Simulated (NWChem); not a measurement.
**GaPH6 (Ga(PH3)H3) at 5 levels**

Wanted: a comparison of 5 runs (HF/STO-3G, HF/3-21G, B3LYP/6-31G*, M06-2X/6-311G**) of GaPH6 (Ga(PH3)H3). 

Program for the calculation: NWChem 7.3.0.

## Step 1: Starting point

GaPH6: 8 atoms, total charge 0, spin state singlet. SMILES: `[H][Ga]([H])([H])<-[PH3]`. The shape comes from GFN2-xTB, which is rough for such elements, and wasn't checked as a minimum.

Bond lengths: Ga1–P2 2.518 Å, P2–H3 1.382 Å, P2–H4 1.382 Å, P2–H5 1.382 Å, Ga1–H6 1.542 Å, Ga1–H7 1.541 Å, Ga1–H8 1.542 Å. Some angles: Ga1–P2–H3 121.9°, Ga1–P2–H4 120.0°, Ga1–P2–H5 121.7°, P2–Ga1–H6 97.3°, P2–Ga1–H7 97.9°, P2–Ga1–H8 97.2°, H3–P2–H4 95.6°, H3–P2–H5 95.6°, H4–P2–H5 95.6°, H6–Ga1–H7 118.4°.

## Step 2: Energy and forces at HF/STO-3G (run 1)

Input file struct.nw:

```
start struct
memory total 2200 mb

geometry noautosym nocenter noautoz
  Ga      -0.004890       0.010160      -1.452590
  P       -0.000530       0.003500       1.065300
  H        0.672590       0.963330       1.797850
  H        0.518160      -1.078120       1.751680
  H       -1.172390       0.075710       1.794700
  H        1.524090      -0.011410      -1.650010
  H       -0.751960       1.342180      -1.659300
  H       -0.785080      -1.305350      -1.647630
end

basis spherical bse
  Ga library STO-3G
  P library STO-3G
  H library STO-3G
end

scf
  thresh 1e-08
  maxiter 80
  print medium
end

task scf gradient
```

Run with:

```
$ nwchem struct.nw > struct.out
```

The program printed:

```text
[...]
  functions       =    33
[...]
  wavefunction    = RHF
[...]
         Total SCF energy =  -2241.272147744628
      One-electron energy =  -3483.972131916573
      Two-electron energy =   1071.296209012908
 Nuclear repulsion energy =    171.403775159036
        Time for solution =      1.9s
[...]
                         RHF ENERGY GRADIENTS
    atom               coordinates                        gradient
                 x          y          z           x          y          z
   1 Ga     -0.009241   0.019200  -2.744997   -0.000013  -0.000034   0.011905
   2 P      -0.001002   0.006614   2.013125   -0.000411   0.001030  -0.009490
   3 H       1.271011   1.820430   3.397444   -0.000126  -0.000506   0.009175
   4 H       0.979180  -2.037351   3.310195   -0.000052  -0.000049   0.008510
   5 H      -2.215496   0.143071   3.391491    0.000532  -0.000241   0.009079
   6 H       2.880112  -0.021562  -3.118067    0.056299  -0.000788  -0.009601
   7 H      -1.420998   2.536352  -3.135622   -0.027516   0.049025  -0.010057
   8 H      -1.483586  -2.466754  -3.113569   -0.028712  -0.048437  -0.009521
[...]
```

It took 3.3 s on 1 thread of AMD EPYC 9R14 (Zen 4), shared host; peak memory 0.099 GiB.

## Step 3: Energy and gradient at HF/3-21G (run 2)

Input file run.py:

```python
from ase import Atoms
from ase.calculators.nwchem import NWChem

atoms = Atoms(['Ga', 'P', 'H', 'H', 'H', 'H', 'H', 'H'], positions=[
    [-0.004890, 0.010160, -1.452590],
    [-0.000530, 0.003500, 1.065300],
    [0.672590, 0.963330, 1.797850],
    [0.518160, -1.078120, 1.751680],
    [-1.172390, 0.075710, 1.794700],
    [1.524090, -0.011410, -1.650010],
    [-0.751960, 1.342180, -1.659300],
    [-0.785080, -1.305350, -1.647630],
])

calc = NWChem(
    label='input',
    theory='scf',
    memory='2200 mb',
    basis='3-21G',
    basispar='spherical bse',
    scf={'nopen': '0', 'rhf': None, 'thresh': '1e-08', 'maxiter': '80'},
)
atoms.calc = calc

forces = atoms.get_forces()
print(f"energy = {atoms.get_potential_energy():.6f} eV")
print("forces (eV/A):")
for s, f in zip(atoms.symbols, forces):
    print(f"{s:2s} {f[0]:10.5f} {f[1]:10.5f} {f[2]:10.5f}")
print("dipole (e A):", atoms.get_dipole_moment().round(4))
```

Run with:

```
$ export ASE_NWCHEM_COMMAND="nwchem PREFIX.nwi > PREFIX.nwo"
$ python run.py
```

The program printed:

```text
energy = -61395.424647 eV
forces (eV/A):
Ga   -0.00381    0.01157   -0.55952
P     0.00540   -0.00946    0.70320
H     0.47380    0.69348    0.04705
H     0.36828   -0.75740    0.03610
H    -0.84214    0.05965    0.04844
H     0.70680   -0.01054   -0.08968
H    -0.34509    0.62000   -0.09847
H    -0.36325   -0.60729   -0.08711
dipole (e A): [ 0.0016 -0.0027  0.9002]
```

The calculator wrote input.nwi:

```
title "input"

permanent_dir input

scratch_dir input

start input

geometry units angstrom nocenter noautosym noautoz
  Ga -4.8900000000000002e-03 1.0160000000000001e-02 -1.4525900000000000e+00
  P  -5.2999999999999998e-04 3.5000000000000001e-03 1.0652999999999999e+00
  H  6.7259000000000002e-01 9.6333000000000002e-01 1.7978499999999999e+00
  H  5.1815999999999995e-01 -1.0781200000000000e+00 1.7516799999999999e+00
  H  -1.1723900000000000e+00 7.5710000000000000e-02 1.7947000000000000e+00
  H  1.5240899999999999e+00 -1.1410000000000000e-02 -1.6500100000000000e+00
  H  -7.5195999999999996e-01 1.3421799999999999e+00 -1.6593000000000000e+00
  H  -7.8508000000000000e-01 -1.3053500000000000e+00 -1.6476299999999999e+00
end

memory 2200 mb

basis spherical bse noprint
   * library 3-21G
end

scf
  nopen 0
  rhf
  thresh 1e-08
  maxiter 80
end

task scf gradient
```

input.nwo:

```text
Northwest Computational Chemistry Package (NWChem) 7.3.0
             --------------------------------------------------------

           Job information
           ---------------

    nwchem branch   = 7.3.0
    use scalapack   = T
    input           = input.nwi
    prefix          = input.
    data base       = input/input.db
    status          = startup
    nproc           =        1

           Memory information
           ------------------

    heap     =     72089598 doubles =      550.0 Mbytes
    stack    =     72089595 doubles =      550.0 Mbytes
    global   =    144179200 doubles =     1100.0 Mbytes (distinct from heap & stack)
    total    =    288358393 doubles =     2200.0 Mbytes
    verify   = yes
    hardfail = no

[... 136 lines left out ...]
 Convergence threshold     :          1.000E-08
[... 12 lines left out ...]
       Final RHF  results
[... 3 lines left out ...]
      One-electron energy =  -3490.103441693288
[... 1 line left out ...]
 Nuclear repulsion energy =    171.403775159036
[... 44 lines left out ...]
                       ROHF Final Molecular Orbital Analysis
[... 227 lines left out ...]
                         RHF ENERGY GRADIENTS

    atom               coordinates                        gradient
                 x          y          z           x          y          z
   1 Ga     -0.009241   0.019200  -2.744997    0.000074  -0.000225   0.010881
   2 P      -0.001002   0.006614   2.013125   -0.000105   0.000184  -0.013675
   3 H       1.271011   1.820430   3.397444   -0.009214  -0.013486  -0.000915
[... 4 lines of this table left out ...]
   8 H      -1.483586  -2.466754  -3.113569    0.007064   0.011810   0.001694

                 ----------------------------------------
                 |  Time  |  1-e(secs)   |  2-e(secs)   |
                 ----------------------------------------
                 |  CPU   |       0.00   |       0.57   |
                 ----------------------------------------
                 |  WALL  |       0.00   |       0.57   |
                 ----------------------------------------

 Task  times  cpu:        2.3s     wall:        2.3s
 Total times  cpu:        2.3s     wall:        2.3s
```

Run time: 3.6 s. Hardware: 1 thread of AMD EPYC 9R14 (Zen 4), shared host; peak memory 0.096 GiB.

## Step 4: Energy and forces at B3LYP/6-31G(d) (spherical functions) (run 3)

Input file gah6p.nw:

```
start gah6p
memory 2200 mb
geometry units angstrom noautosym nocenter noautoz
 Ga      -0.004890       0.010160      -1.452590
 P       -0.000530       0.003500       1.065300
 H        0.672590       0.963330       1.797850
 H        0.518160      -1.078120       1.751680
 H       -1.172390       0.075710       1.794700
 H        1.524090      -0.011410      -1.650010
 H       -0.751960       1.342180      -1.659300
 H       -0.785080      -1.305350      -1.647630
end
basis "ao basis" spherical bse
 * library 6-31G*
end
dft
 xc b3lyp
 grid xfine
 convergence energy 1e-08
 maxiter 100
 mulliken
end
task dft gradient
```

Run with:

```
$ nwchem gah6p.nw > gah6p.out
```

The program printed:

```text
[...]
          Wavefunction type:  closed shell.
          No. of atoms     :     8
          No. of electrons :    52
[...]
          Charge           :     0
          Spin multiplicity:     1
[...]
          AO basis - number of functions:    62
[...]
              XC Information
              --------------
                         B3LYP Method XC Potential
                     Hartree-Fock (Exact) Exchange  0.200
                        Slater Exchange Functional  0.800 local
                    Becke 1988 Exchange Functional  0.720 non-local
              Lee-Yang-Parr Correlation Functional  0.810
                  VWN I RPA Correlation Functional  0.190 local
[...]
 d= 0,ls=0.0,diis     1  -2269.5091026722 -2.44D+03  1.04D-02  1.96D-01     2.5
[...]
 d= 0,ls=0.0,diis     8  -2269.5449275676 -5.74D-10  2.04D-06  5.74D-08    14.6
         Total DFT energy =    -2269.544927567602
      One electron energy =    -3500.539185604155
           Coulomb energy =     1160.157530482508
    Exchange-Corr. energy =     -100.567047604991
 Nuclear repulsion energy =      171.403775159036
[...]
      Total Density - Mulliken Population Analysis
     ---------------------------------------------
    Atom       Charge   Shell Charges
 -----------   ------   -------------------------------------------------------
    1 Ga  31    31.36   2.00  2.00  6.00  2.00  5.99  1.22  1.78  0.07  0.18  6.79  2.93  0.40
    2 P   15    14.91   2.00  2.00  5.97  1.23  2.51  0.41  0.68  0.11
    3 H    1     0.94   0.52  0.42
    4 H    1     0.94   0.52  0.42
    5 H    1     0.94   0.52  0.42
    6 H    1     0.97   0.49  0.48
    7 H    1     0.97   0.49  0.48
    8 H    1     0.97   0.49  0.48
[...]
  wavefunction    = closed shell
                         DFT ENERGY GRADIENTS
    atom               coordinates                        gradient
                 x          y          z           x          y          z
   1 Ga     -0.009241   0.019200  -2.744997    0.000067  -0.000217   0.002783
   2 P      -0.001002   0.006614   2.013125   -0.000020  -0.000010   0.007795
   3 H       1.271011   1.820430   3.397444   -0.008594  -0.012489  -0.004585
   4 H       0.979180  -2.037351   3.310195   -0.006681   0.013741  -0.004344
   5 H      -2.215496   0.143071   3.391491    0.015211  -0.001009  -0.004608
   6 H       2.880112  -0.021562  -3.118067   -0.011937   0.000207   0.000951
   7 H      -1.420998   2.536352  -3.135622    0.005832  -0.010488   0.001102
   8 H      -1.483586  -2.466754  -3.113569    0.006122   0.010264   0.000906
[...]
```

Wall time 21 s (1 thread of AMD EPYC 9R14 (Zen 4), shared host); peak memory 0.14 GiB.

Run 4 isn't shown in full; the table further down has it.

## Step 5: Energy and forces at M06-2X/6-311G(d,p) (run 5)

Input file mol.nw:

```
start mol
title "GaH6P M06-2X"
memory total 2200 mb
geometry units angstroms noautosym nocenter noautoz
   Ga      -0.004890       0.010160      -1.452590
   P       -0.000530       0.003500       1.065300
   H        0.672590       0.963330       1.797850
   H        0.518160      -1.078120       1.751680
   H       -1.172390       0.075710       1.794700
   H        1.524090      -0.011410      -1.650010
   H       -0.751960       1.342180      -1.659300
   H       -0.785080      -1.305350      -1.647630
end
basis spherical bse
   * library 6-311G**
end
dft
   xc m06-2x
   grid fine
   convergence energy 1e-08
   iterations 100
   mulliken
   noprint "final vectors analysis"
end
task dft gradient
```

Run with:

```
$ nwchem mol.nw > mol.out
```

The program printed:

```text
[...]
          Wavefunction type:  closed shell.
          No. of atoms     :     8
          No. of electrons :    52
[...]
          Charge           :     0
          Spin multiplicity:     1
[...]
          AO basis - number of functions:   106
[...]
              XC Information
              --------------
                       M06-2X Method XC Functional
                     Hartree-Fock (Exact) Exchange  0.540
                        M06-2X Exchange Functional  1.000
                      M06-2X Correlation Potential  1.000
[...]
 d= 0,ls=0.0,diis     1  -2269.6659078232 -2.44D+03  4.24D-03  6.79D+00     2.5
[...]
 d= 0,ls=0.0,diis     8  -2269.7046154013 -9.45D-09  1.10D-06  2.53D-08    15.5
         Total DFT energy =    -2269.704615401303
      One electron energy =    -3502.451427501931
           Coulomb energy =     1161.919088523048
    Exchange-Corr. energy =     -100.576051581456
 Nuclear repulsion energy =      171.403775159036
[...]
      Total Density - Mulliken Population Analysis
     ---------------------------------------------
    Atom       Charge   Shell Charges
 -----------   ------   -------------------------------------------------------
    1 Ga  31    30.80   0.77  1.19  1.01  0.97  0.86  1.17  0.81  0.30  0.51  5.47  4.59  1.41  0.65  0.87  0.11  8.05  1.86  0.20
    2 P   15    14.91   0.79  1.18  0.90  1.08  0.90  0.83  2.04  3.84  0.69  2.10  0.46  0.09
    3 H    1     0.95   0.25  0.56  0.12  0.02
    4 H    1     0.95   0.25  0.56  0.12  0.02
    5 H    1     0.95   0.25  0.56  0.12  0.02
    6 H    1     1.14   0.24  0.54  0.35  0.01
    7 H    1     1.15   0.24  0.55  0.35  0.01
    8 H    1     1.14   0.24  0.54  0.35  0.01
[...]
  wavefunction    = closed shell
                         DFT ENERGY GRADIENTS
    atom               coordinates                        gradient
                 x          y          z           x          y          z
   1 Ga     -0.009241   0.019200  -2.744997    0.000067  -0.000218   0.004733
   2 P      -0.001002   0.006614   2.013125   -0.000092   0.000079   0.000394
   3 H       1.271011   1.820430   3.397444   -0.007098  -0.010369  -0.002740
   4 H       0.979180  -2.037351   3.310195   -0.005543   0.011401  -0.002609
   5 H      -2.215496   0.143071   3.391491    0.012642  -0.000866  -0.002783
   6 H       2.880112  -0.021562  -3.118067   -0.013949   0.000233   0.000956
   7 H      -1.420998   2.536352  -3.135622    0.006814  -0.012248   0.001142
   8 H      -1.483586  -2.466754  -3.113569    0.007158   0.011987   0.000908
[...]
```

Wall time 23 s (1 thread of AMD EPYC 9R14 (Zen 4), shared host); peak memory 0.13 GiB.

## Step 6: All runs side by side

```csv
run,level,iteration cap,module,energy (Eh),dipole moment (D),HOMO energy (eV),LUMO energy (eV),wall time
1,HF/STO-3G,80,scf,-2241.272148,5.40,-5.81,8.92,3.3 s
2,HF/3-21G,80,scf,-2256.240259,4.32,-10.78,3.08,3.6 s
3,B3LYP/6-31G* (spherical functions),100,dft,-2269.544928,4.14,-7.65,0.02,21 s
4,B3LYP/6-31G* (Cartesian functions),100,dft,-2269.552025,4.14,-7.64,0.02,22 s
5,M06-2X/6-311G**,100,dft,-2269.704615,3.98,–,–,23 s
```

## Step 7: Outcome

| quantity | value |
| --- | --- |
| run 5: total energy | -2269.70462 Eh |
| run 5: dipole moment | 3.98 D |
| run 5: largest force on an atom | 0.723 eV/Å |

What this shows: The dipole moment (its size) runs from 3.98 D (M06-2X/6-311G**) to 5.40 D (HF/STO-3G). The two ends differ in method and basis. Over runs 1, 2, 3, 4 the HOMO–LUMO gap runs from 7.66 eV (B3LYP/6-31G*) to 14.73 eV (HF/STO-3G). Totals of different functionals can't be ranked against each other. In run 1 the basis is minimal, so the values are rough. All runs together took 74 s, the longest 23 s.
